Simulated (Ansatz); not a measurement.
# Gallium trichloride (monomer) (GaCl3): up Jacob's ladder to CCSD(T)

How much do the methods differ for gallium trichloride (monomer) (GaCl3)? The plan is to run it at one geometry with functionals of several rungs and with coupled cluster. The yardstick is the atomisation energy at the CCSD(T) limit.

Program: Ansatz 0.2.0, Gaussian basis. Level of theory: functionals in def2-TZVPP, the program's frozen cores in correlated methods. These are calculated values, not measurements.

Plan: LDA (SPW92), PBE-D4, revPBE-D4, BLYP-D4, r2SCAN-D4, B97M-V, PBE0-D4, B3LYP-D4, r2SCANh-D4, r2SCAN0-D4, HSE06-D4, BHLYP-D4, CAM-B3LYP-D4, LC-ωPBE, ωB97X-V, ωB97M-V, B2PLYP, PBE-QIDH; CCSD(T)/def2-SVP; CCSD(T)/def2-TZVPP; MP2/def2-QZVPP; extrapolation to the limit; RPA on PBE.

## Step 1: Structure used throughout

All runs share one geometry, relaxed beforehand with PBE0-D4 in a triple-zeta def2 set.

SMILES `[Cl][Ga]([Cl])[Cl]`, 4 atoms, charge 0, spin multiplicity 1.

Atoms are counted from 1 here; the program's logs count them from 0.

Bond lengths: Cl1–Ga2 2.112 Å, Ga2–Cl3 2.112 Å, Ga2–Cl4 2.112 Å. Angles: Cl1–Ga2–Cl3 120.0°, Cl1–Ga2–Cl4 120.0°, Cl3–Ga2–Cl4 120.0°.

Geometry (Å):

```csv
atom,x (Å),y (Å),z (Å)
Cl1,0.86670,0.37145,1.88746
Ga2,0.01383,-0.01511,-0.00513
Cl3,-0.09029,-1.99504,-0.73158
Cl4,-0.73474,1.57830,-1.17106
```

## Step 2: LDA

This LDA is Slater exchange with PW92 correlation.

File in.yaml:

```yaml
crystal:
  periodic: [false, false, false]
  atoms:
    - {symbol: Cl, position_ang: [0.866702, 0.371448, 1.887460]}
    - {symbol: Ga, position_ang: [0.013828, -0.015106, -0.005125]}
    - {symbol: Cl, position_ang: [-0.090285, -1.995040, -0.731580]}
    - {symbol: Cl, position_ang: [-0.734744, 1.578298, -1.171056]}
basis:
  gaussian: {orbitals: def2-TZVPP}
hamiltonian: {xc: lda}
output: {orbitals: {seedname: orbitals}}
```

Further steps of the session: PBE-D4 (GGA); revPBE-D4 (GGA); BLYP-D4 (GGA); r2SCAN-D4 (meta-GGA); B97M-V (meta-GGA); PBE0-D4 (hybrid); B3LYP-D4 (hybrid); r2SCANh-D4 (hybrid); r2SCAN0-D4 (hybrid); HSE06-D4 (hybrid); BHLYP-D4 (hybrid); CAM-B3LYP-D4 (range-separated); LC-ωPBE-D4 (range-separated); ωB97X-V (range-separated); ωB97M-V (range-separated); B2PLYP (double hybrid); PBE-QIDH (double hybrid); CCSD(T) in def2-SVP; CCSD(T) in def2-TZVPP; MP2 in def2-QZVPP; RPA on PBE orbitals.

Q: Predict the results of all the runs planned. Wanted: atomisation energy, CCSD(T)/CBS; farthest beyond LDA; mean size of error, GGA; mean size of error, meta-GGA; mean size of error, hybrid; mean size of error, range-separated; mean size of error, double hybrid; gap, smallest and largest; T1 diagnostic.

The runs gave:

```
                               quantity                                                                value
        atomisation energy, CCSD(T)/CBS                                                            11.463 eV
    functionals within 0.115 eV (1.0 %)  PBE-D4, PBE0-D4, r2SCANh-D4, r2SCAN0-D4, HSE06-D4, ωB97X-V, ωB97M-V
                    farthest beyond LDA                                                  BLYP-D4 (-0.669 eV)
                mean size of error, GGA                                                             0.360 eV
           mean size of error, meta-GGA                                                             0.216 eV
             mean size of error, hybrid                                                             0.220 eV
    mean size of error, range-separated                                                             0.171 eV
      mean size of error, double hybrid                                                             0.293 eV
              gap, smallest and largest                            4.96 eV (LDA (SPW92)), 12.67 eV (LC-ωPBE)
                          T1 diagnostic                                                               0.0107
triples share of the correlation energy                                                                4.2 %
```

In words: LDA overbinds by 1.679 eV (15 %). PBE-D4 misses by +0.075 eV. Double hybrids carry the basis error of their MP2 part in triple zeta, and no dispersion term here, so their miss is partly the set-up's. By mean error the best rung here is range-separated (0.171 eV) and the worst beyond LDA is GGA (0.360 eV). The gap between the best rungs is small, so their order is not settled. RPA and LDA stand outside this count. Misses under about 0.115 eV are within the doubt on the reference itself, which lacks core-valence correlation, relativity and higher excitations, and its outer-core shells are covered unevenly. Hartree-Fock recovers 75 % of the binding; the rest is correlation. CCSD(T) in def2-SVP is off by -0.811 eV, more than most functionals: a good method in a small basis is no reference. The gap grows from 5.0 to 12.7 eV across the functionals, mostly with the share of exact exchange. Correlated methods include outer-core shells of Ga, which these sets cover unevenly.
